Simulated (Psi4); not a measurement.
**InNH3 (SMILES [NH2][InH]) at UCCSD/def2-SVP (core potential)**

Aim: the vertical ionisation energy of InNH3 at UCCSD/def2-SVP (core potential), from 2 runs. 

The results are computed with Psi4 1.11.

6 further runs of the same task are left out: 4 that didn't finish, 2 set aside as unsound or not needed.

### 1 The system as given

InNH3 has 5 atoms, charge 0, and is taken as a doublet. SMILES: `[NH2][InH]`. The shape is that of a PBE0-D4/def2-TZVP optimisation. This is one conformer, not always the lowest.

Bond lengths: N1–In2 2.036 Å, N1–H3 1.011 Å, N1–H4 1.009 Å, In2–H5 1.761 Å. Angles: N1–In2–H5 116.4°, In2–N1–H3 120.0°, In2–N1–H4 120.8°, H3–N1–H4 109.8°.

### 2 The energy at UCCSD/def2-SVP (core potential)

h3inn_ase.py

```python
import numpy as np
from ase.calculators.psi4 import Psi4
from ase import Atoms

a = Atoms(['N', 'In', 'H', 'H', 'H'], positions=[
    [-0.299400, -0.736500, 0.264700],
    [0.846600, 0.946400, 0.296000],
    [-0.846800, -0.960800, -0.554700],
    [0.017600, -1.585600, 0.707600],
    [0.331900, 2.262600, -0.755100],
])
calc = Psi4(atoms=a, method='ccsd', basis='def2-SVP', memory='1600MB', num_threads=1, charge=0, multiplicity=2, label='psi4-calc', reference='uhf')
calc.psi4.set_options({'puream': True, 'e_convergence': 1e-09, 'd_convergence': 1e-08, 'scf_type': 'pk', 'num_frozen_docc': 5, 'maxiter': 200})
a.calc = calc

print(f'energy: {a.get_potential_energy():.6f} eV')
```

Launch:

```bash
$ python h3inn_ase.py
```

psi4-calc.dat:

```text
[...]
    !!!  WARNING: ECP capability is in beta. Please check occupations closely.  !!!
[...]
  Running in c1 symmetry.
[...]
  Nuclear repulsion =   61.852746045763581
[...]
  Multiplicity = 2
[...]
  Nalpha       = 16
  Nbeta        = 15
[...]
    Number of basis functions: 55
[...]
   @UHF iter   1:  -245.17090760599700   -1.46906e+00   9.95817e-03 DIIS/ADIIS
[...]
   @UHF iter  16:  -245.32464481254593   -2.16005e-12   7.00306e-09 DIIS
[...]
   @S^2 Observed:                7.594232884E-01
[...]
    Orbital Energies [Eh]
    ---------------------
    Alpha Occupied:
       1A    -15.517718     2A     -5.377608     3A     -3.636252
       4A     -3.632075     5A     -3.627292     6A     -1.087853
       7A     -1.023089     8A     -1.020122     9A     -1.017240
      10A     -1.014630    11A     -0.996976    12A     -0.614074
      13A     -0.560707    14A     -0.450001    15A     -0.376241
      16A     -0.291001
    Alpha Virtual:
      17A      0.039873    18A      0.109369    19A      0.149304
      20A      0.233146    21A      0.272848    22A      0.279526
      23A      0.303187    24A      0.315520    25A      0.402916
[...]
  @UHF Final Energy:  -245.32464481254593
   => Energetics <=
    Nuclear Repulsion Energy =             61.8527460457635812
    One-Electron Energy =                -534.2836241560909230
    Two-Electron Energy =                 227.1062332977814151
    Total Energy =                       -245.3246448125459267
  UHF NO Occupations:
  HONO-2 :   14  A 1.9994332
  HONO-1 :   15  A 1.9963797
[...]
 Multipole Moments:
 ------------------------------------------------------------------------------------
     Multipole            Electronic (a.u.)      Nuclear  (a.u.)        Total (a.u.)
 ------------------------------------------------------------------------------------
 L = 1.  Multiply by 2.5417464519 to convert [e a0] to [Debye]
 Dipole X            :         12.7477252          -12.4139086            0.3338167
 Dipole Y            :         16.0338317          -16.3015989           -0.2677671
 Dipole Z            :          2.3065533           -2.3686144           -0.0620611
 Magnitude           :                                                    0.4324169
[...]
      * MP2 total energy                      = -245.576774400053949
[...]
      * CCSD total energy                     = -245.599343036125305
```

The script printed:

```text
Memory set to   1.490 GiB by Python driver.
  Threads set to 1 by Python driver.

  Memory set to   1.490 GiB by Python driver.
  Threads set to 1 by Python driver.
energy: -6683.098531 eV
```

Wall time 7.5 s (1 thread of Intel Xeon 6975P-C (Granite Rapids), shared host); peak memory 0.26 GiB.

### 3 The singlet cation, same level

input.dat

```
memory 1600 mb

molecule m {
  1 1
  N     -0.56578400    -1.39178329     0.50021051
  In     1.59984214     1.78843680     0.55935893
  H     -1.60022008    -1.81564886    -1.04823108
  H      0.03325918    -2.99634974     1.33717021
  H      0.62720010     4.27569433    -1.42693220
  units au
  symmetry c1
}

set reference rhf
set puream true
set e_convergence 1e-09
set d_convergence 1e-08
set scf_type pk
set num_frozen_docc 5

e_tot, wfn = energy('ccsd/def2-SVP', return_wfn=True)
print_variables()
```

Launch:

```bash
$ psi4 -i input.dat -o output.dat -n 1
```

output.dat:

```text
[...]
    !!!  WARNING: ECP capability is in beta. Please check occupations closely.  !!!
[...]
  Running in c1 symmetry.
[...]
  Nuclear repulsion =   61.852746108422821
[...]
  Multiplicity = 1
[...]
  Nalpha       = 15
  Nbeta        = 15
[...]
    Number of basis functions: 55
[...]
   @RHF iter   1:  -244.89887630358308   -1.17992e+00   9.35115e-03 ADIIS/DIIS
[...]
   @RHF iter  13:  -245.05214074009899   -3.63798e-12   4.24550e-09 DIIS
[...]
    Orbital Energies [Eh]
    ---------------------
    Doubly Occupied:
       1A    -15.741403     2A     -5.659478     3A     -3.917646
       4A     -3.916912     5A     -3.908549     6A     -1.326862
       7A     -1.304176     8A     -1.303555     9A     -1.296147
      10A     -1.293713    11A     -1.243778    12A     -0.821648
      13A     -0.766792    14A     -0.656711    15A     -0.580129
[...]
  @RHF Final Energy:  -245.05214074009899
   => Energetics <=
    Nuclear Repulsion Energy =             61.8527461084228207
    One-Electron Energy =                -526.3347736564160186
    Two-Electron Energy =                 219.4298868078942064
    Total Energy =                       -245.0521407400989915
[...]
 Multipole Moments:
 ------------------------------------------------------------------------------------
     Multipole            Electronic (a.u.)      Nuclear  (a.u.)        Total (a.u.)
 ------------------------------------------------------------------------------------
 L = 1.  Multiply by 2.5417464519 to convert [e a0] to [Debye]
 Dipole X            :         13.3057676          -12.4139086            0.8918590
 Dipole Y            :         16.3400056          -16.3015988            0.0384068
 Dipole Z            :          2.6985074           -2.3686144            0.3298930
 Magnitude           :                                                    0.9516917
[...]
      * MP2 total energy                      = -245.304135568258459
[...]
      * CCSD total energy                     = -245.326420082671177
[...]
```

It took 4.2 s on 1 thread of Intel Xeon 6975P-C (Granite Rapids), shared host; peak memory 0.25 GiB.

### 4 Summary of results

At UCCSD/def2-SVP (core potential), 5 core orbitals frozen:

```
                                                                 quantity          value
                                              doublet InNH3: total energy  -245.59934 Eh
doublet InNH3: HOMO energy (Hartree–Fock orbitals) (highest over α and β)       -7.92 eV
 doublet InNH3: LUMO energy (Hartree–Fock orbitals) (lowest over α and β)        0.74 eV
               doublet InNH3: correlation energy (5 core orbitals frozen)     -274.7 mEh
                         doublet InNH3: ⟨S²⟩ of the reference determinant          0.759
                                             doublet InNH3: T1 diagnostic          0.024
                                             singlet cation: total energy  -245.32642 Eh
                      singlet cation: HOMO energy (Hartree–Fock orbitals)      -15.79 eV
                      singlet cation: LUMO energy (Hartree–Fock orbitals)       -6.90 eV
                    singlet cation: HOMO–LUMO gap (Hartree–Fock orbitals)        8.89 eV
              singlet cation: correlation energy (5 core orbitals frozen)     -274.3 mEh
                                            singlet cation: T1 diagnostic          0.023
                       vertical ionisation energy (to the singlet cation)       7.427 eV
```

In words: Removing an electron at fixed nuclei costs 7.43 eV (171 kcal/mol). Only the singlet of the ionised species was computed; a triplet could lie lower. The T1 diagnostic (singlet cation) of 0.023 is above the customary mark for such species, so a single reference may not serve.
